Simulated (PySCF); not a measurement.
# H3LaO3 (La(OH)3): the cost of one run

Program: PySCF 2.14.0. Level of theory: PBE0, La def2-SVP with ECP46, O def2-SVP, H def2-SVP; scalar-relativistic core potentials, no spin–orbit coupling. These are calculated values, not measurements.

## 1. The system as given

7 atoms, charge 0, spin multiplicity 1.

Bond lengths: La1–O2 2.182 Å, La1–O4 2.182 Å, La1–O6 2.182 Å, O2–H3 0.957 Å, O4–H5 0.957 Å, O6–H7 0.957 Å. Angles: O2–La1–O4 115.9°, O2–La1–O6 115.9°, O4–La1–O6 115.9°, La1–O2–H3 171.2°, La1–O4–H5 171.2°, La1–O6–H7 171.2°.

As a file:

```xyz
7
charge 0, multiplicity 1
La    0.00000    0.00000   -0.38452
O     2.13566   -0.00001    0.06349
H     3.03134   -0.00001    0.40168
O    -1.06782    1.84954    0.06349
H    -1.51566    2.62522    0.40168
O    -1.06784   -1.84953    0.06349
H    -1.51568   -2.62521    0.40168
```

Formal oxidation states: La +3. An earlier session relaxed this geometry at PBE0, La def2-SVP with ECP46, O def2-SVP, H def2-SVP (singlet, point group C3v).

Its energy there is -258.808730 Eh.

## 2. One electron removed, multiplicity 2

File run.py (the lines that set the calculation):

```python
mol = gto.M(atom='''
La     0.00000     0.00000    -0.38452
O      2.13566    -0.00001     0.06349
H      3.03134    -0.00001     0.40168
O     -1.06782     1.84954     0.06349
H     -1.51566     2.62522     0.40168
O     -1.06784    -1.84953     0.06349
H     -1.51568    -2.62521     0.40168''',
    basis={'La': 'def2-SVP', 'O': 'def2-SVP', 'H': 'def2-SVP'},
    ecp={'La': 'def2-SVP'},
    charge=1, spin=1)
mf = dft.UKS(mol, xc='PBE0')
mf.grids.atom_grid = (50, 194)  # f atoms: unpruned, at least (60, 302)
mf = mf.density_fit()  # fitting sets: La def2-universal-JKFIT, O def2-universal-JKFIT, H def2-universal-JKFIT
mf.conv_tol = 1e-08; mf.max_cycle = 55
mf.kernel(dm0)  # dm0: the density of the relaxed state
```

The run is started by

```sh
OMP_NUM_THREADS=2 python run.py
```

**Question.** How long does this run take on 2 threads of Intel Xeon at 2.50GHz (Skylake/Cascade Lake), shared host?

About 6.7 s.
